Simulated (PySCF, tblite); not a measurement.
**C6H9F3: geometry, infrared bands and NMR shifts**

What infrared bands and NMR shifts should C6H9F3 (`C[C@@H](CF)[C@H]1[C@H](F)[C@@H]1F`) show?

The runs use tblite 0.8.0 and PySCF 2.14.0, with density-fitted response routines of our own; the level of theory stands in each step. All values are computed, except where a source is named. Atoms are numbered from 0 throughout.

### Step 1. The starting structure

18 atoms, charge 0, multiplicity 1; geometry from: force field or distance geometry start.

Bonds of the start (Å): C0–C1 1.49, C1–C2 1.49, C2–F3 1.37, C1–C4 1.50, C4–C5 1.52, C5–F6 1.39, C5–C7 1.53, C7–F8 1.40, C7–C4 1.50, C0–H9 1.14, C0–H10 1.10, C0–H11 1.09, C1–H12 1.15, C2–H13 1.13, C2–H14 1.10, C4–H15 1.12, C5–H16 1.13, C7–H17 1.11.

### Step 2. Optimising the geometry with GFN2-xTB

Job settings and geometry (Å):

```
{"job": {"kind": "relax", "xc": "GFN2-xTB", "basis": "xTB"}, "charge": 0, "multiplicity": 1}
C     -1.176900     1.306100     0.139800
C     -0.653800    -0.090100     0.128200
C     -1.650100    -0.984500    -0.522400
F     -1.181500    -2.268800    -0.544900
C      0.742400    -0.196500    -0.422100
C      1.736500     0.642700     0.360500
F      2.664100     1.376500    -0.369500
C      1.838200    -0.879100     0.349800
F      2.942400    -1.334300    -0.381600
H     -2.305100     1.270800     0.002800
H     -0.811100     1.851400    -0.744500
H     -0.925900     1.771500     1.097100
H     -0.595600    -0.400400     1.230200
H     -2.571500    -0.986400     0.123600
H     -1.862500    -0.647700    -1.551300
H      0.859500    -0.120900    -1.531400
H      1.360200     1.096300     1.328200
H      1.581800    -1.400100     1.295900
```

Command:

```console
$ OMP_NUM_THREADS=1 python probes_run.py task.json out
```

The driver reads the jobs from task.json and runs them one after another.

**Question.** This job is followed by: GFN2-xTB harmonic vibrations, gas phase; GIAO PBE0/pcSseg-1 NMR shielding, non-relativistic, gas phase. What will the session give for the following? strongest single infrared mode (GFN2-xTB); zero-point energy (GFN2-xTB); 13C shifts against TMS (PBE0/pcSseg-1); 1H shifts against TMS (PBE0/pcSseg-1, means over atoms taken as alike); 19F shifts against CFCl3 (PBE0/pcSseg-1); surface potential, 1st and 99th percentile.

As calculated:

| quantity | value |
| --- | --- |
| strongest single infrared mode (GFN2-xTB) | 1047 cm⁻¹, 64 km/mol |
| zero-point energy (GFN2-xTB) | 87.7 kcal/mol |
| 13C shifts against TMS (PBE0/pcSseg-1) | 92.2, 77.3, 76.5, 39.1, 32.0, 16.2 ppm |
| 1H shifts against TMS (PBE0/pcSseg-1, means over atoms taken as alike) | 4.71, 4.71, 4.52, 4.10, 1.18, 1.05, 0.91 ppm |
| 19F shifts against CFCl3 (PBE0/pcSseg-1) | -244.4, -255.1, -256.0 ppm |
| surface potential, 1st and 99th percentile | -1.10 V and 1.25 V |

**Reading.** Over 104 steps the energy fell by 0.702 eV; of the close pairs, C1–H12 changed most, 1.146 to 1.096 Å. All 48 modes are real, so the xTB geometry is a minimum. The strongest single mode, at 1047 cm⁻¹, moves mainly C2 and F3. Unscaled tight-binding wavenumbers are off by several per cent, some by more. Its intensities can rank the bands wrongly.
